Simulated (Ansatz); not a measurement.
**HfMoC2 under changes of volume**

One of the cells (11.421 Å³/atom); the others are scaled copies at fixed shape and fractional positions:

```
CELL_PARAMETERS angstrom
3.19142 0.00000 0.00000
0.00000 3.19142 0.00000
0.00000 0.00000 4.48516
ATOMIC_POSITIONS crystal
Hf 0.00000 0.00000 0.00000
Mo 0.50000 0.50000 0.50000
C 0.50000 0.50000 0.00000
C 0.00000 0.00000 0.50000
```

The cell comes from a database or a generator and needn't be the stable form of this composition.

* Program: Ansatz 0.2.0
* Functional: r2SCAN
* Potentials or basis: Ansatz PAW
* Cutoff: 500 eV (not typed: the program's choice for these potentials)
* k mesh: 8 × 8 × 6
* Occupations: fermi-dirac, width 0.05 eV
* Spin: no spin polarisation

| volume (Å³/atom) | energy over the lowest point (meV/atom) | pressure (GPa) |
| --- | --- | --- |
| 10.735 | ? | ? |
| 10.964 | 8.37 | 9.2 |
| 11.192 | 0.00 | 2.7 |
| 11.421 | 0.37 | -3.1 |
| 11.649 | 8.63 | -8.3 |
| 11.877 | 24.00 | -13.1 |
| 12.106 | 45.79 | -17.3 |

Q: What does the run at 10.735 Å³/atom give?

A: Energy over the lowest point 26.44 meV/atom; pressure 16.3 GPa.

Worked out: A Birch-Murnaghan fit of order 3 (a polynomial in V^(-2/3)) to the other rows has its minimum at 11.29 Å³/atom with B0 = V·E''(V) = 290 GPa and B' = 4.3 at fixed shape and positions, which overstates the stiffness. It gives 26.60 meV/atom at 10.735 Å³/atom, against the run's 26.44, and -dE/dV = 16.4 GPa, against 16.3.

Energies are extrapolated to zero smearing.

Caveats: the PAW data sets come from PBE, with cores solved anew for the run's functional, which leaves a small shift of forces and pressure.
